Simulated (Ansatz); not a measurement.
# Cl2H3InOSi: one species, many methods

One table from this session's results is given with a row withheld; the runs are named, their logs left out.

The runs use Ansatz 0.2.0, Gaussian basis; functionals in def2-TZVPP, the program's frozen cores in correlated methods.

Plan: LDA (SPW92), PBE-D4, revPBE-D4, BLYP-D4, r2SCAN-D4, B97M-V, PBE0-D4, B3LYP-D4, r2SCANh-D4, r2SCAN0-D4, HSE06-D4, BHLYP-D4, CAM-B3LYP-D4, LC-ωPBE, ωB97X-V, ωB97M-V, B2PLYP, PBE-QIDH; CCSD(T)/def2-SVP; CCSD(T)/def2-TZVPP; MP2/def2-QZVPP; extrapolation to the limit; RPA on PBE.

1 further run of the same task is left out (for a known fault of the program).

### The relaxed structure

The geometry comes from an earlier relaxation with PBE0-D4 in a triple-zeta def2 set; it is a stationary point, not always the lowest conformer. In takes the def2 core potential; no spin-orbit term is included.

8 atoms, charge 0, spin multiplicity 1.

Atoms are counted from 1 here; the program's logs count them from 0.

Bond lengths: Si1–O2 1.638 Å, Si1–H6 1.490 Å, Si1–H7 1.487 Å, Si1–H8 1.486 Å, O2–In3 1.950 Å, In3–Cl4 2.296 Å, In3–Cl5 2.288 Å. Angles: O2–Si1–H6 111.2°, O2–Si1–H7 109.6°, O2–Si1–H8 109.4°, H6–Si1–H7 108.7°, H6–Si1–H8 108.8°, H7–Si1–H8 109.2°, Si1–O2–In3 136.8°, O2–In3–Cl4 119.8°, O2–In3–Cl5 118.1°, Cl4–In3–Cl5 122.1°.

Set-up of the first run:

in.yaml reads:

```yaml
crystal:
  periodic: [false, false, false]
  atoms:
    - {symbol: Si, position_ang: [-1.170810, -0.098325, 0.976492]}
    - {symbol: O, position_ang: [-0.191754, 0.710225, -0.058937]}
    - {symbol: In, position_ang: [1.348438, 0.290875, -1.178543]}
    - {symbol: Cl, position_ang: [2.183822, -1.847446, -1.214412]}
    - {symbol: Cl, position_ang: [2.266486, 1.977028, -2.423981]}
    - {symbol: H, position_ang: [-0.723494, -1.509196, 1.148781]}
    - {symbol: H, position_ang: [-2.561024, -0.099010, 0.449442]}
    - {symbol: H, position_ang: [-1.151676, 0.575839, 2.301148]}
basis:
  gaussian: {orbitals: def2-TZVPP}
hamiltonian: {xc: lda}
output: {orbitals: {seedname: orbitals}}
```

Run with:

```bash
> ansatz run in.yaml --threads 4 --pin off --events-out ev --progress --plain --max-ram 10444MiB
```

Steps of the session up to this table: LDA; PBE-D4 (GGA); revPBE-D4 (GGA); BLYP-D4 (GGA); r2SCAN-D4 (meta-GGA); B97M-V (meta-GGA); B3LYP-D4 (hybrid); r2SCANh-D4 (hybrid); r2SCAN0-D4 (hybrid); HSE06-D4 (hybrid); BHLYP-D4 (hybrid); CAM-B3LYP-D4 (range-separated); LC-ωPBE (range-separated); ωB97X-V (range-separated); ωB97M-V (range-separated); B2PLYP (double hybrid); PBE-QIDH (double hybrid).

One of the session's tables, all rows but one given; the rest of the session is left out.

It belongs to the step «Orbital energies across the functionals». 

```
  functional  HOMO (eV)  LUMO (eV)  gap (eV)
 LDA (SPW92)      -7.51      -3.97      3.54
      PBE-D4      -7.40      -3.64      3.76
   revPBE-D4      -7.35      -3.51      3.84
     BLYP-D4      -7.30      -3.58      3.72
   r2SCAN-D4      -7.75      -3.44      4.31
      B97M-V      -7.83      -3.52      4.31
     PBE0-D4      -8.81      -2.74      6.07
    B3LYP-D4      -8.60      -3.05      5.54
  r2SCANh-D4      -8.27      -3.12      5.16
  r2SCAN0-D4      -9.05      -2.63      6.43
    HSE06-D4      -8.41      -3.11      5.29
    BHLYP-D4     -10.17      -1.84      8.33
CAM-B3LYP-D4     -10.24      -1.78      8.46
     LC-ωPBE     -11.61      -0.46     11.15
     ωB97X-V     -11.27      -0.65     10.62
     ωB97M-V          ?          ?         ?
```

**Question.** Estimate the row for ωB97M-V.

**Answer.** HOMO (eV): -11.11; LUMO (eV): -0.79; gap (eV): 10.32. In the column «HOMO (eV)» it lies between ωB97X-V (-11.27) and CAM-B3LYP-D4 (-10.24).
